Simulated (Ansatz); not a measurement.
**C3H7FSi: basis-set convergence**

How large a basis does C3H7FSi need? Two functionals are run in growing sets.

Method: one geometry, several basis sets; program: Ansatz 0.2.0, Gaussian basis.

Levels to be run: PBE0-D4/def2-SVP; ωB97M-V/def2-SVP; PBE0-D4/def2-QZVPP; ωB97M-V/def2-QZVPP; the functionals' def2-TZVPP values are taken from earlier runs.

**1. Structure used throughout**

All runs share one geometry, relaxed beforehand with PBE0-D4 in a triple-zeta def2 set.

12 atoms, charge 0, spin multiplicity 1.

Atoms are counted from 1 here; the program's logs count them from 0.

Bond lengths: C1–C2 1.509 Å, C1–H6 1.092 Å, C1–H7 1.093 Å, C1–H8 1.095 Å, C2–C3 1.577 Å, C2–Si4 1.828 Å, C2–H9 1.089 Å, C3–Si4 1.821 Å, C3–H10 1.086 Å, C3–H11 1.088 Å, Si4–F5 1.598 Å, Si4–H12 1.475 Å. Angles: C2–C1–H6 111.2°, C2–C1–H7 111.5°, C2–C1–H8 111.2°, H6–C1–H7 107.3°, H6–C1–H8 108.0°, H7–C1–H8 107.5°, C1–C2–C3 117.1°, C1–C2–Si4 124.2°, C1–C2–H9 113.4°, C3–C2–Si4 64.2°, C3–C2–H9 112.5°, Si4–C2–H9 115.9°, C2–C3–Si4 64.6°, C2–C3–H10 117.0°, C2–C3–H11 113.8°, Si4–C3–H10 122.5°, Si4–C3–H11 118.1°, H10–C3–H11 112.3° and more.

**2. PBE0-D4 in def2-SVP**

Contents of in.yaml:

```yaml
crystal:
  periodic: [false, false, false]
  atoms:
    - {symbol: C, position_ang: [-1.414812, 0.268969, -0.555241]}
    - {symbol: C, position_ang: [-0.072487, -0.408684, -0.432311]}
    - {symbol: C, position_ang: [0.472246, -0.662630, 1.025321]}
    - {symbol: Si, position_ang: [1.478939, 0.455664, -0.000892]}
    - {symbol: F, position_ang: [1.438914, 2.022562, 0.307829]}
    - {symbol: H, position_ang: [-1.612226, 0.570022, -1.586628]}
    - {symbol: H, position_ang: [-1.466872, 1.169992, 0.061825]}
    - {symbol: H, position_ang: [-2.224088, -0.395936, -0.235718]}
    - {symbol: H, position_ang: [0.032565, -1.281296, -1.075306]}
    - {symbol: H, position_ang: [0.785896, -1.673957, 1.264961]}
    - {symbol: H, position_ang: [-0.144019, -0.224750, 1.807358]}
    - {symbol: H, position_ang: [2.802945, 0.104745, -0.547201]}
basis:
  gaussian: {orbitals: def2-SVP}
hamiltonian: {xc: pbe0, dispersion: d4}
output: {orbitals: {seedname: orbitals}}
```

Run with:

```console
$ ansatz run in.yaml --threads 4 --pin off --events-out ev --progress --plain --max-ram 10444MiB
```

After this run come: ωB97M-V in def2-SVP; PBE0-D4 in def2-QZVPP; ωB97M-V in def2-QZVPP.

Q: Predict the results of all the runs planned. Wanted: PBE0-D4: double and triple zeta above quadruple; ωB97M-V: double and triple zeta above quadruple.

The runs gave:

```
                                       quantity           value
PBE0-D4: double and triple zeta above quadruple  10.47, 0.61 eV
ωB97M-V: double and triple zeta above quadruple  10.71, 0.57 eV
```

For PBE0-D4 the step from double to triple zeta gains 9.86 eV and the next only 0.61 eV. Total energies overstate the basis error of differences, where much of it tends to cancel. The LUMO of ωB97M-V is positive and keeps falling with the basis (2.88 to 1.63 eV): an unbound level that the basis holds in place.
